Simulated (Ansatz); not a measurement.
**FH₂InO (SMILES [OH][InH][F]): one structure at several levels**

One table from this session's results is given with a row withheld; the runs are named, their logs left out.

Program: Ansatz 0.2.0, Gaussian basis. Level of theory: single points in def2-TZVPP. These are calculated values, not measurements.

Cores are frozen in the correlated methods. Filled d shells of the heavier atoms are correlated. Core potentials replace the inner electrons past krypton, and spin-orbit coupling is left out.

## The starting structure

SMILES `[OH][InH][F]`, 5 atoms, charge 0, spin multiplicity 1.

Atoms are counted from 1 here; the program's logs count them from 0.

Bond lengths: O1–In2 1.971 Å, O1–H4 0.877 Å, In2–F3 2.113 Å, In2–H5 1.518 Å. Angles: In2–O1–H4 108.6°, O1–In2–F3 101.3°, O1–In2–H5 135.7°, F3–In2–H5 122.8°.

Geometry (Å):

```csv
atom,x (Å),y (Å),z (Å)
O1,-1.22680,0.24950,-0.61350
In2,0.58740,0.30160,0.15410
F3,0.77680,-1.66430,0.90600
H4,-1.44690,-0.58810,-0.75420
H5,1.65640,1.36260,0.34630
```

Set-up of the first run:

run/in.yaml

```yaml
crystal:
  periodic: [false, false, false]
  atoms:
    - {symbol: O, position_ang: [-1.226800, 0.249500, -0.613500]}
    - {symbol: In, position_ang: [0.587400, 0.301600, 0.154100]}
    - {symbol: F, position_ang: [0.776800, -1.664300, 0.906000]}
    - {symbol: H, position_ang: [-1.446900, -0.588100, -0.754200]}
    - {symbol: H, position_ang: [1.656400, 1.362600, 0.346300]}
basis:
  gaussian: {orbitals: def2-TZVPP}
correlation: {method: ccsd_t}
output: {forces: true}
```

No record of the launch command was kept for these runs.

Steps of the session up to this table: CCSD(T)/def2-TZVPP; PBE0-D4/def2-TZVPP; wB97M-V/def2-TZVPP; r2SCAN-D4/def2-TZVPP; PBE-D4/def2-TZVPP; wB97X-V/def2-TZVPP; B97M-V/def2-TZVPP.

One table of the session follows, with a row left open; its other results are not shown here.

| method | RMS force component (eV/Å) | angle to CCSD(T) forces (°) | dipole (D) |
| --- | --- | --- | --- |
| CCSD(T) | 2.683 | reference | 3.24 |
| PBE0-D4 | 2.640 | 1.4 | 3.22 |
| wB97M-V | 2.637 | 1.1 | 3.24 |
| r2SCAN-D4 | 2.630 | 1.9 | 3.11 |
| PBE-D4 | 2.714 | 6.3 | 2.96 |
| wB97X-V | ? | ? | ? |
| B97M-V | 2.604 | 2.4 | 3.02 |

**Question.** Estimate the row for wB97X-V.

As computed: RMS force component (eV/Å): 2.679; angle to CCSD(T) forces (°): 1.4; dipole (D): 3.23. In the column «RMS force component (eV/Å)» it lies between PBE0-D4 (2.640) and CCSD(T) (2.683).
